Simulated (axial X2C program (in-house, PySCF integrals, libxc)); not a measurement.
**HfP⁺: properties at the nuclei**

Aim: properties at the nuclei of HfP⁺, with spin–orbit coupling in the Hamiltonian from the start.

The runs use an in-house X2C program for linear molecules on PySCF integrals; two-component X2C with atomic mean-field terms, Hf dyall-cv3z, P dyall-v3z.

All values are calculated.

### Step 1. Set-up

task.json reads:

```json
{
 "zs": [
  72,
  15
 ],
 "q": 1,
 "bas": [
  "dyall-cv3z",
  "dyall-v3z"
 ],
 "r0": 2.3,
 "levels": [
  "PBE0",
  "HF",
  "BHandHLYP",
  "r2SCAN",
  "B3LYP"
 ],
 "nst": 3
}
```

Keys: zs atomic numbers; q charge; bas basis sets; r0 starting distance in Å; levels methods (HF also brings MP2); nst determinants followed.

Run with:

```
$ python soeom.py task.json out
```

The runs that follow: Expectation values, lowest determinant; Expectation values, a higher determinant; Expectation values, a higher determinant.

What does the calculation give? Wanted: lowest determinant; qzz Hf; qzz P; higher determinant; Eeff magnitude; Ws magnitude Hf; A∥/gI Hf (for each run or level that gives them).

As calculated:

| quantity | value |
| --- | --- |
| lowest determinant | Ω = 0 (closed shell) |
| qzz Hf (a.u.), PBE0 | -4.62 |
| qzz P (a.u.), PBE0 | -0.79 |
| higher determinant | Ω = 2 (excess of +ω over −ω: ω = 1/2, ω = 3/2) |
| Eeff magnitude (GV/cm), PBE0, higher determinant | 17.3 |
| Ws magnitude Hf (kHz), PBE0, higher determinant | 7.12 |
| A∥/gI Hf (MHz), PBE0, higher determinant | 2300 |
| qzz Hf (a.u.), PBE0, higher determinant | -5.83 |
| higher determinant | Ω = 1 (excess of +ω over −ω: ω = -1/2, ω = 3/2) |
| Eeff magnitude (GV/cm), PBE0, higher determinant | 19.5 |
| Ws magnitude Hf (kHz), PBE0, higher determinant | 17.9 |
| A∥/gI Hf (MHz), PBE0, higher determinant | -4440 |
| qzz Hf (a.u.), PBE0, higher determinant | -5.88 |

**Reading.** The expectation values come from single determinants, which for open shells can mix terms of unlike spin or miss the lowest Ω, so a determinant need not be a state. Eeff is the effective electric field on the electron dipole moment in this Ω state and Ws the scalar–pseudoscalar constant (defined with the proton number Z and per Ω); A∥ is the parallel hyperfine constant, which follows by multiplying with the nuclear g factor gI = μI/(I μN); qzz is the electric field gradient, eQq0 = 234.96 MHz × Q/barn × qzz. The operators were transformed with the bare-nucleus X2C matrices.
